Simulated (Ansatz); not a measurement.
Born–Oppenheimer molecular dynamics of a periodic cell of 17 atoms, In$_{8}$Sb$_{9}$ (surface InSb(110), adsorbate Sb). It starts from a relaxed structure.

All numbers below come from DFT PBE, scalar-relativistic, plane waves, PAW in Ansatz 0.2.0. Settings: accuracy low, PAW set soft_1, cutoff 420 eV, k mesh 2x2x1, fermi-dirac smearing 0.15 eV, no spin polarisation.

- ensemble: NVT, Nosé–Hoover chain
- time step: 4.5 fs
- steps asked: 200
- set temperature: 700 K
- starting velocities: zero
- thermostat: time constant 100 fs, chain length 1
- atoms held: 1, 4, 6, 7
- seed: 623833

Frames 4.5 fs apart, positions in Å, forces in eV/Å.

Velocities at 405 fs (Å/ps):

```
In 0.00 0.00 0.00
Sb -1.30 6.50 -7.32
In -3.95 3.23 1.54
Sb 0.00 0.00 0.00
In 1.72 0.88 0.43
Sb 0.00 0.00 0.00
In 0.00 0.00 0.00
Sb 0.33 -1.43 1.61
In -1.91 -0.16 3.36
Sb 3.99 -8.90 4.25
In 0.49 10.92 4.05
Sb 0.44 4.36 -0.18
In -2.30 4.55 1.70
Sb -3.26 3.43 -1.71
In -0.09 8.19 -3.86
Sb 0.16 7.34 -5.20
Sb -1.42 -10.90 4.00
```

```xyz
17
Lattice="9.1736 0.0000 0.0000 0.0000 6.4867 0.0000 0.0000 0.0000 18.8802" Properties=species:S:1:pos:R:3:forces:R:3 time_fs=405 energy_less_start_eV=2.785 T=2835
In 0.000 0.000 1.000 -0.03 0.54 0.85
Sb -0.185 2.704 2.549 0.16 -0.37 -0.35
In 6.412 3.998 3.686 0.29 0.23 0.22
Sb 2.293 4.865 1.000 0.04 -0.03 -0.84
In 2.547 3.681 3.533 -0.48 0.45 0.32
Sb 6.880 4.865 1.000 -0.07 -0.22 -0.62
In 4.587 0.000 1.000 -0.04 0.39 0.35
Sb 4.597 1.772 3.499 0.13 0.04 0.03
In 4.343 0.489 6.119 0.09 -0.06 -0.43
Sb 5.039 0.299 8.898 -0.20 0.08 0.36
In 2.378 4.771 8.530 0.02 -0.22 -0.03
Sb 7.000 5.829 5.850 0.07 -0.26 -0.09
In 6.509 3.991 8.168 0.10 -0.19 0.12
Sb 1.881 5.674 5.599 -0.16 -0.08 0.17
In -0.014 1.721 5.196 -0.03 -0.59 0.54
Sb 0.059 2.782 7.935 -0.04 -0.09 0.08
Sb 4.383 2.354 10.582 0.16 0.39 -0.68
17
Lattice="9.1736 0.0000 0.0000 0.0000 6.4867 0.0000 0.0000 0.0000 18.8802" Properties=species:S:1:pos:R:3:forces:R:3 time_fs=409.5 energy_less_start_eV=2.877 T=2264
In 0.000 0.000 1.000 -0.03 0.57 0.84
Sb -0.190 2.731 2.518 0.17 -0.39 -0.33
In 6.395 4.012 3.692 0.29 0.22 0.21
Sb 2.293 4.865 1.000 0.04 -0.05 -0.83
In 2.554 3.685 3.535 -0.48 0.46 0.33
Sb 6.880 4.865 1.000 -0.07 -0.25 -0.59
In 4.587 0.000 1.000 -0.04 0.41 0.34
Sb 4.599 1.766 3.506 0.12 0.04 0.03
In 4.335 0.488 6.133 0.10 -0.08 -0.40
Sb 5.056 0.261 8.916 -0.21 0.16 0.34
In 2.380 4.817 8.547 -0.02 -0.23 -0.05
Sb 7.002 5.848 5.849 0.08 -0.27 -0.09
In 6.499 4.010 8.176 0.13 -0.23 0.08
Sb 1.867 5.689 5.591 -0.17 -0.09 0.17
In -0.014 1.756 5.180 -0.04 -0.59 0.48
Sb 0.059 2.813 7.912 -0.03 -0.05 0.10
Sb 4.377 2.308 10.599 0.16 0.35 -0.63
17
Lattice="9.1736 0.0000 0.0000 0.0000 6.4867 0.0000 0.0000 0.0000 18.8802" Properties=species:S:1:pos:R:3:forces:R:3 time_fs=414 energy_less_start_eV=2.958 T=1788
In 0.000 0.000 1.000 -0.03 0.60 0.83
Sb -0.195 2.756 2.489 0.17 -0.41 -0.30
In 6.380 4.025 3.699 0.29 0.21 0.20
Sb 2.293 4.865 1.000 0.03 -0.08 -0.82
In 2.560 3.689 3.538 -0.47 0.47 0.33
Sb 6.880 4.865 1.000 -0.06 -0.28 -0.57
In 4.587 0.000 1.000 -0.05 0.44 0.33
Sb 4.600 1.760 3.512 0.11 0.06 0.04
In 4.328 0.487 6.145 0.11 -0.09 -0.37
Sb 5.071 0.227 8.934 -0.22 0.24 0.32
In 2.382 4.859 8.562 -0.07 -0.25 -0.07
Sb 7.004 5.864 5.848 0.09 -0.27 -0.09
In 6.490 4.027 8.182 0.16 -0.27 0.05
Sb 1.854 5.702 5.585 -0.17 -0.10 0.17
In -0.015 1.786 5.166 -0.05 -0.59 0.42
Sb 0.060 2.841 7.893 -0.01 0.00 0.12
Sb 4.372 2.266 10.613 0.17 0.33 -0.59
17
Lattice="9.1736 0.0000 0.0000 0.0000 6.4867 0.0000 0.0000 0.0000 18.8802" Properties=species:S:1:pos:R:3:forces:R:3 time_fs=418.5 energy_less_start_eV=3.030 T=1399
In 0.000 0.000 1.000 -0.03 0.63 0.81
Sb -0.199 2.777 2.462 0.17 -0.43 -0.28
In 6.368 4.037 3.705 0.29 0.20 0.19
Sb 2.293 4.865 1.000 0.02 -0.10 -0.81
In 2.564 3.694 3.540 -0.45 0.46 0.33
Sb 6.880 4.865 1.000 -0.06 -0.30 -0.55
In 4.587 0.000 1.000 -0.05 0.47 0.33
Sb 4.602 1.755 3.518 0.10 0.07 0.04
In 4.322 0.486 6.155 0.12 -0.10 -0.34
Sb 5.084 0.196 8.950 -0.23 0.32 0.29
In 2.383 4.896 8.576 -0.11 -0.27 -0.08
Sb 7.006 5.878 5.847 0.09 -0.27 -0.09
In 6.483 4.042 8.188 0.20 -0.32 0.01
Sb 1.842 5.713 5.580 -0.17 -0.11 0.17
In -0.015 1.812 5.155 -0.06 -0.58 0.37
Sb 0.060 2.867 7.875 0.00 0.04 0.13
Sb 4.367 2.230 10.625 0.17 0.31 -0.54
17
Lattice="9.1736 0.0000 0.0000 0.0000 6.4867 0.0000 0.0000 0.0000 18.8802" Properties=species:S:1:pos:R:3:forces:R:3 time_fs=423 energy_less_start_eV=3.093 T=1086
In 0.000 0.000 1.000 -0.03 0.65 0.80
Sb -0.202 2.795 2.438 0.18 -0.44 -0.26
In 6.357 4.048 3.711 0.29 0.19 0.18
Sb 2.293 4.865 1.000 0.02 -0.13 -0.80
In 2.567 3.699 3.543 -0.43 0.45 0.33
Sb 6.880 4.865 1.000 -0.05 -0.33 -0.54
In 4.587 0.000 1.000 -0.06 0.49 0.33
Sb 4.603 1.751 3.523 0.09 0.09 0.04
In 4.316 0.485 6.164 0.13 -0.11 -0.30
Sb 5.095 0.170 8.964 -0.23 0.39 0.27
In 2.385 4.928 8.588 -0.14 -0.28 -0.10
Sb 7.008 5.890 5.846 0.09 -0.26 -0.08
In 6.477 4.055 8.194 0.23 -0.38 -0.02
Sb 1.831 5.724 5.575 -0.18 -0.12 0.18
In -0.016 1.834 5.145 -0.07 -0.58 0.32
Sb 0.061 2.889 7.859 0.01 0.07 0.15
Sb 4.364 2.198 10.634 0.17 0.29 -0.50
17
Lattice="9.1736 0.0000 0.0000 0.0000 6.4867 0.0000 0.0000 0.0000 18.8802" Properties=species:S:1:pos:R:3:forces:R:3 time_fs=427.5 energy_less_start_eV=3.148 T=838
In 0.000 0.000 1.000 -0.03 0.67 0.79
Sb -0.204 2.811 2.416 0.18 -0.46 -0.24
In 6.348 4.058 3.716 0.28 0.17 0.17
Sb 2.293 4.865 1.000 0.01 -0.15 -0.79
In 2.569 3.704 3.547 -0.41 0.44 0.33
Sb 6.880 4.865 1.000 -0.05 -0.35 -0.52
In 4.587 0.000 1.000 -0.06 0.51 0.33
Sb 4.605 1.748 3.527 0.08 0.11 0.04
In 4.312 0.484 6.171 0.14 -0.11 -0.28
Sb 5.105 0.147 8.978 -0.24 0.46 0.24
In 2.385 4.957 8.599 -0.18 -0.29 -0.11
Sb 7.010 5.901 5.845 0.08 -0.26 -0.06
In 6.471 4.066 8.199 0.27 -0.43 -0.05
Sb 1.821 5.733 5.572 -0.18 -0.12 0.18
In -0.016 1.853 5.137 -0.08 -0.57 0.27
Sb 0.061 2.910 7.846 0.01 0.10 0.16
Sb 4.361 2.169 10.642 0.17 0.29 -0.46
17
Lattice="9.1736 0.0000 0.0000 0.0000 6.4867 0.0000 0.0000 0.0000 18.8802" Properties=species:S:1:pos:R:3:forces:R:3 time_fs=432 energy_less_start_eV=3.195 T=644
In 0.000 0.000 1.000 -0.03 0.68 0.78
Sb -0.207 2.824 2.396 0.18 -0.46 -0.22
In 6.340 4.068 3.721 0.27 0.15 0.15
Sb 2.293 4.865 1.000 0.00 -0.17 -0.78
In 2.570 3.710 3.550 -0.38 0.43 0.33
Sb 6.880 4.865 1.000 -0.04 -0.37 -0.51
In 4.587 0.000 1.000 -0.06 0.53 0.33
Sb 4.606 1.744 3.532 0.07 0.14 0.04
In 4.308 0.483 6.177 0.14 -0.12 -0.25
Sb 5.113 0.127 8.990 -0.24 0.52 0.22
In 2.386 4.982 8.608 -0.21 -0.30 -0.11
Sb 7.011 5.910 5.844 0.08 -0.25 -0.05
In 6.467 4.075 8.203 0.30 -0.48 -0.08
Sb 1.812 5.740 5.569 -0.18 -0.12 0.19
In -0.017 1.870 5.130 -0.09 -0.56 0.23
Sb 0.061 2.928 7.834 0.02 0.12 0.17
Sb 4.359 2.144 10.648 0.16 0.28 -0.43
17
Lattice="9.1736 0.0000 0.0000 0.0000 6.4867 0.0000 0.0000 0.0000 18.8802" Properties=species:S:1:pos:R:3:forces:R:3 time_fs=436.5 energy_less_start_eV=3.235 T=493
In 0.000 0.000 1.000 -0.03 0.69 0.76
Sb -0.208 2.835 2.378 0.19 -0.47 -0.20
In 6.334 4.076 3.726 0.26 0.14 0.13
Sb 2.293 4.865 1.000 -0.01 -0.19 -0.77
In 2.571 3.715 3.554 -0.35 0.41 0.33
Sb 6.880 4.865 1.000 -0.04 -0.38 -0.49
In 4.587 0.000 1.000 -0.07 0.55 0.33
Sb 4.608 1.742 3.536 0.06 0.16 0.04
In 4.305 0.482 6.182 0.15 -0.13 -0.23
Sb 5.120 0.110 9.002 -0.24 0.56 0.19
In 2.386 5.004 8.617 -0.23 -0.31 -0.12
Sb 7.013 5.918 5.843 0.08 -0.25 -0.04
In 6.464 4.082 8.207 0.33 -0.52 -0.11
Sb 1.803 5.747 5.566 -0.18 -0.13 0.20
In -0.018 1.883 5.124 -0.10 -0.56 0.19
Sb 0.062 2.945 7.823 0.03 0.14 0.18
Sb 4.357 2.123 10.653 0.16 0.29 -0.39
17
Lattice="9.1736 0.0000 0.0000 0.0000 6.4867 0.0000 0.0000 0.0000 18.8802" Properties=species:S:1:pos:R:3:forces:R:3 time_fs=441 energy_less_start_eV=3.268 T=376
In 0.000 0.000 1.000 -0.03 0.71 0.75
Sb -0.209 2.844 2.361 0.19 -0.48 -0.18
In 6.328 4.084 3.731 0.25 0.12 0.12
Sb 2.293 4.865 1.000 -0.02 -0.21 -0.76
In 2.570 3.721 3.557 -0.33 0.39 0.32
Sb 6.880 4.865 1.000 -0.03 -0.40 -0.48
In 4.587 0.000 1.000 -0.07 0.56 0.33
Sb 4.609 1.740 3.539 0.04 0.18 0.03
In 4.302 0.481 6.186 0.15 -0.13 -0.21
Sb 5.126 0.095 9.012 -0.24 0.60 0.16
In 2.386 5.023 8.624 -0.25 -0.32 -0.12
Sb 7.014 5.924 5.842 0.08 -0.24 -0.02
In 6.461 4.088 8.210 0.35 -0.56 -0.14
Sb 1.795 5.753 5.564 -0.18 -0.13 0.21
In -0.018 1.894 5.119 -0.10 -0.56 0.16
Sb 0.062 2.960 7.814 0.03 0.16 0.18
Sb 4.355 2.103 10.657 0.15 0.30 -0.35
17
Lattice="9.1736 0.0000 0.0000 0.0000 6.4867 0.0000 0.0000 0.0000 18.8802" Properties=species:S:1:pos:R:3:forces:R:3 time_fs=445.5 energy_less_start_eV=3.294 T=287
In 0.000 0.000 1.000 -0.03 0.72 0.74
Sb -0.210 2.852 2.346 0.19 -0.48 -0.17
In 6.324 4.092 3.735 0.24 0.10 0.10
Sb 2.293 4.865 1.000 -0.03 -0.22 -0.75
In 2.570 3.727 3.561 -0.30 0.37 0.31
Sb 6.880 4.865 1.000 -0.03 -0.41 -0.47
In 4.587 0.000 1.000 -0.07 0.57 0.33
Sb 4.610 1.738 3.542 0.03 0.21 0.03
In 4.300 0.479 6.189 0.16 -0.14 -0.19
Sb 5.131 0.083 9.022 -0.24 0.62 0.14
In 2.385 5.040 8.630 -0.27 -0.32 -0.13
Sb 7.016 5.930 5.841 0.08 -0.23 -0.01
In 6.460 4.092 8.213 0.37 -0.59 -0.16
Sb 1.788 5.758 5.563 -0.17 -0.12 0.21
In -0.019 1.904 5.115 -0.11 -0.55 0.13
Sb 0.062 2.973 7.806 0.04 0.17 0.18
Sb 4.354 2.087 10.660 0.14 0.31 -0.32
17
Lattice="9.1736 0.0000 0.0000 0.0000 6.4867 0.0000 0.0000 0.0000 18.8802" Properties=species:S:1:pos:R:3:forces:R:3 time_fs=450 energy_less_start_eV=3.314 T=220
In 0.000 0.000 1.000 -0.03 0.72 0.73
Sb -0.210 2.858 2.333 0.19 -0.48 -0.15
In 6.320 4.098 3.739 0.24 0.08 0.08
Sb 2.293 4.865 1.000 -0.04 -0.24 -0.74
In 2.568 3.732 3.565 -0.28 0.35 0.31
Sb 6.880 4.865 1.000 -0.02 -0.43 -0.46
In 4.587 0.000 1.000 -0.07 0.59 0.33
Sb 4.612 1.738 3.545 0.02 0.23 0.03
In 4.298 0.478 6.192 0.16 -0.14 -0.18
Sb 5.136 0.073 9.031 -0.23 0.63 0.11
In 2.384 5.054 8.636 -0.29 -0.33 -0.13
Sb 7.017 5.934 5.840 0.07 -0.23 0.01
In 6.459 4.095 8.215 0.39 -0.61 -0.17
Sb 1.781 5.762 5.562 -0.17 -0.12 0.22
In -0.020 1.911 5.111 -0.12 -0.55 0.11
Sb 0.063 2.986 7.799 0.05 0.18 0.19
Sb 4.353 2.072 10.662 0.13 0.33 -0.28
17
Lattice="9.1736 0.0000 0.0000 0.0000 6.4867 0.0000 0.0000 0.0000 18.8802" Properties=species:S:1:pos:R:3:forces:R:3 time_fs=454.5 energy_less_start_eV=3.329 T=169
In 0.000 0.000 1.000 -0.03 0.73 0.72
Sb -0.210 2.862 2.320 0.19 -0.48 -0.14
In 6.317 4.104 3.743 0.23 0.07 0.06
Sb 2.293 4.865 1.000 -0.05 -0.25 -0.73
In 2.567 3.738 3.569 -0.26 0.33 0.30
Sb 6.880 4.865 1.000 -0.02 -0.44 -0.45
In 4.587 0.000 1.000 -0.07 0.60 0.34
Sb 4.613 1.737 3.548 0.01 0.25 0.03
In 4.297 0.477 6.194 0.16 -0.15 -0.17
Sb 5.139 0.066 9.039 -0.22 0.63 0.08
In 2.383 5.066 8.640 -0.30 -0.33 -0.13
Sb 7.019 5.938 5.840 0.07 -0.22 0.02
In 6.459 4.096 8.216 0.39 -0.63 -0.19
Sb 1.775 5.766 5.561 -0.17 -0.12 0.23
In -0.021 1.917 5.108 -0.12 -0.54 0.09
Sb 0.063 2.998 7.794 0.06 0.19 0.18
Sb 4.353 2.060 10.664 0.12 0.35 -0.24
```

Of the whole run (900 fs, mean temperature of the second half 313 K): The conserved energy stayed within 0.17 meV per atom of its start (net change 0.063 meV per atom), so the integration is sound. The mean temperature of the second half is 55 % below the set value. A run of 0.9 ps of so small a system gives no equilibrium averages. Limits of this set-up: coarse k mesh, thin slab, slab without dipole correction, a typed lattice constant that wasn't relaxed here, low accuracy level.

Time of the run: 27 min on 4 threads of Arm Neoverse V1, with other jobs on the host, peak memory 3.1 GiB.
